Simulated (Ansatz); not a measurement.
# BGeHSi: the cost of one run

The runs use Ansatz 0.2.0, Gaussian basis; RKS PBE0/def2-TZVP.

## Step 1: Where the work starts

4 atoms, charge 0, spin multiplicity 1.

Atoms are counted from 1 here; the program's logs count them from 0.

Bond lengths: Ge1–B2 1.864 Å, Ge1–H4 1.587 Å, B2–Si3 1.850 Å. Angles: B2–Ge1–H4 116.3°, Ge1–B2–Si3 110.2°.

Coordinates:

```mol
BGeHSi
  3D, bonds by distance, orders not assigned

  4  3  0  0  0  0  0  0  0  0999 V2000
   -0.9015   -0.0003   -0.0012 Ge  0  0
    0.7468    0.8698    0.0088 B   0  0
    2.1228   -0.3673   -0.0004 Si  0  0
   -2.1882    0.9293    0.0053 H   0  0
  1  2  8  0
  1  4  8  0
  2  3  8  0
M  END
```

The start was built by rule and, where that kept it together, relaxed with GFN2-xTB. Sticks and bond lists go by distance. No spin-orbit coupling is included. 

## Step 2: Relaxation

File in.yaml:

```yaml
crystal:
  periodic: [false, false, false]
  atoms:
    - {symbol: Ge, position_ang: [-0.901534, -0.000327, -0.001234]}
    - {symbol: B, position_ang: [0.746847, 0.869780, 0.008786]}
    - {symbol: Si, position_ang: [2.122762, -0.367311, -0.000380]}
    - {symbol: H, position_ang: [-2.188200, 0.929326, 0.005308]}
basis:
  gaussian: {orbitals: def2-TZVP}
hamiltonian: {xc: pbe0}
relax: {f_tol: 0.004, max_steps: 80}
```

Started as:

```bash
> ansatz run in.yaml --threads 1 --pin off --events-out ev --progress --plain --max-ram 2176MiB
```

**Question.** How long does this run take on 1 thread of Intel Xeon 6975P-C, shared host, and how much memory does it need?

About 27 s, with a peak of 0.25 GiB.
